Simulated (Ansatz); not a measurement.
**C2H8B2: one species, many methods**

How much do the methods differ for C2H8B2? The plan is to run it at one geometry with functionals of several rungs and with coupled cluster, and see how far each lands from CCSD(T) at the basis-set limit for the atomisation energy.

The runs use Ansatz 0.2.0, Gaussian basis; functionals in def2-TZVPP, the program's frozen cores in correlated methods.

Plan: LDA (SPW92), PBE-D4, revPBE-D4, BLYP-D4, r2SCAN-D4, B97M-V, PBE0-D4, B3LYP-D4, r2SCANh-D4, r2SCAN0-D4, HSE06-D4, BHLYP-D4, CAM-B3LYP-D4, LC-ωPBE, ωB97X-V, ωB97M-V, B2PLYP, PBE-QIDH; CCSD(T)/def2-SVP; CCSD(T)/def2-TZVPP; MP2/def2-QZVPP; extrapolation to the limit; RPA on PBE.

## Step 1: The relaxed structure

The geometry comes from an earlier relaxation with PBE0-D4 in a triple-zeta def2 set; it is a stationary point, not always the lowest conformer.

SMILES `BC(B)C`, 12 atoms, charge 0, spin multiplicity 1.

Atoms are counted from 1 here; the program's logs count them from 0.

Bond lengths: B1–C2 1.549 Å, B1–H5 1.199 Å, B1–H6 1.197 Å, C2–B3 1.549 Å, C2–C4 1.523 Å, C2–H7 1.113 Å, B3–H8 1.197 Å, B3–H9 1.199 Å, C4–H10 1.093 Å, C4–H11 1.093 Å, C4–H12 1.092 Å. Angles: C2–B1–H5 120.5°, C2–B1–H6 120.3°, H5–B1–H6 119.1°, B1–C2–B3 106.4°, B1–C2–C4 117.9°, B1–C2–H7 98.9°, B3–C2–C4 117.9°, B3–C2–H7 98.9°, C4–C2–H7 113.6°, C2–B3–H8 120.3°, C2–B3–H9 120.5°, H8–B3–H9 119.1°, C2–C4–H10 112.0°, C2–C4–H11 112.0°, C2–C4–H12 110.2°, H10–C4–H11 107.8°, H10–C4–H12 107.3°, H11–C4–H12 107.3°.

Geometry (Å):

```mol
C2H8B2
  3D, bonds by distance, orders not assigned

 12 11  0  0  0  0  0  0  0  0999 V2000
   -1.0922    1.0300   -0.2238 B   0  0
    0.1859    0.2190    0.1052 C   0  0
   -0.0982   -0.5266    1.4330 B   0  0
    0.8450   -0.5618   -1.0238 C   0  0
   -1.6544    0.8825   -1.2725 H   0  0
   -1.5329    1.8115    0.5679 H   0  0
    0.8172    1.0452    0.5026 H   0  0
   -0.4280    0.0817    2.4093 H   0  0
    0.0067   -1.7193    1.4967 H   0  0
    1.0698    0.0733   -1.8840 H   0  0
    1.7772   -1.0343   -0.7050 H   0  0
    0.1809   -1.3563   -1.3716 H   0  0
  1  2  8  0
  2  3  8  0
  2  4  8  0
  1  5  8  0
  1  6  8  0
  2  7  8  0
  3  8  8  0
  3  9  8  0
  4 10  8  0
  4 11  8  0
  4 12  8  0
M  END
```

## Step 2: LDA

This LDA is Slater exchange with PW92 correlation.

Input file in.yaml:

```yaml
crystal:
  periodic: [false, false, false]
  atoms:
    - {symbol: B, position_ang: [-1.092199, 1.029959, -0.223819]}
    - {symbol: C, position_ang: [0.185918, 0.218970, 0.105212]}
    - {symbol: B, position_ang: [-0.098194, -0.526587, 1.432972]}
    - {symbol: C, position_ang: [0.844965, -0.561839, -1.023755]}
    - {symbol: H, position_ang: [-1.654381, 0.882482, -1.272497]}
    - {symbol: H, position_ang: [-1.532879, 1.811486, 0.567939]}
    - {symbol: H, position_ang: [0.817166, 1.045231, 0.502558]}
    - {symbol: H, position_ang: [-0.427965, 0.081653, 2.409274]}
    - {symbol: H, position_ang: [0.006734, -1.719256, 1.496688]}
    - {symbol: H, position_ang: [1.069751, 0.073251, -1.883964]}
    - {symbol: H, position_ang: [1.777196, -1.034265, -0.705032]}
    - {symbol: H, position_ang: [0.180889, -1.356283, -1.371576]}
basis:
  gaussian: {orbitals: def2-TZVPP}
hamiltonian: {xc: lda}
output: {orbitals: {seedname: orbitals}}
```

Further steps of the session: PBE-D4 (GGA); revPBE-D4 (GGA); BLYP-D4 (GGA); r2SCAN-D4 (meta-GGA); B97M-V (meta-GGA); PBE0-D4 (hybrid); B3LYP-D4 (hybrid); r2SCANh-D4 (hybrid); r2SCAN0-D4 (hybrid); HSE06-D4 (hybrid); BHLYP-D4 (hybrid); CAM-B3LYP-D4 (range-separated); LC-ωPBE (range-separated); ωB97X-V (range-separated); ωB97M-V (range-separated); B2PLYP (double hybrid); PBE-QIDH (double hybrid); CCSD(T) in def2-SVP; CCSD(T) in def2-TZVPP; MP2 in def2-QZVPP; RPA on PBE orbitals.

**Question.** What will the summary of the whole plan be? Wanted: atomisation energy, CCSD(T)/CBS; farthest beyond LDA; mean size of error, GGA; mean size of error, meta-GGA; mean size of error, hybrid; mean size of error, range-separated; mean size of error, double hybrid; gap, smallest and largest; T1 diagnostic.

**Answer**, as computed:

| quantity | value |
| --- | --- |
| atomisation energy, CCSD(T)/CBS | 45.607 eV |
| functionals within 0.228 eV (0.5 %) | revPBE-D4, BLYP-D4, r2SCAN0-D4, LC-ωPBE, B2PLYP, PBE-QIDH |
| farthest beyond LDA | PBE-D4 (+0.789 eV) |
| mean size of error, GGA | 0.297 eV |
| mean size of error, meta-GGA | 0.467 eV |
| mean size of error, hybrid | 0.378 eV |
| mean size of error, range-separated | 0.385 eV |
| mean size of error, double hybrid | 0.151 eV |
| gap, smallest and largest | 4.35 eV (LDA (SPW92)), 11.89 eV (LC-ωPBE) |
| T1 diagnostic | 0.0113 |
| triples share of the correlation energy | 3.5 % |

What this shows: The LDA atomisation energy is off by 5.701 eV (12 %): it overbinds. PBE-D4 is off by +0.789 eV. Double hybrids carry the basis error of their MP2 part in triple zeta, and no dispersion term here, so their miss is partly the set-up's. Taken by rung, double hybrid functionals do best (0.151 eV on average) and meta-GGA ones worst beyond LDA (0.467 eV). The reference freezes the cores and leaves out relativity and excitations past (T), so misses under about 0.228 eV can't be ranked. Hartree-Fock recovers 79 % of the binding; the rest is correlation. CCSD(T) in def2-SVP is off by -1.552 eV, worse than the median functional, from the basis alone. The gap grows from 4.4 to 11.9 eV across the functionals, mostly with the share of exact exchange.
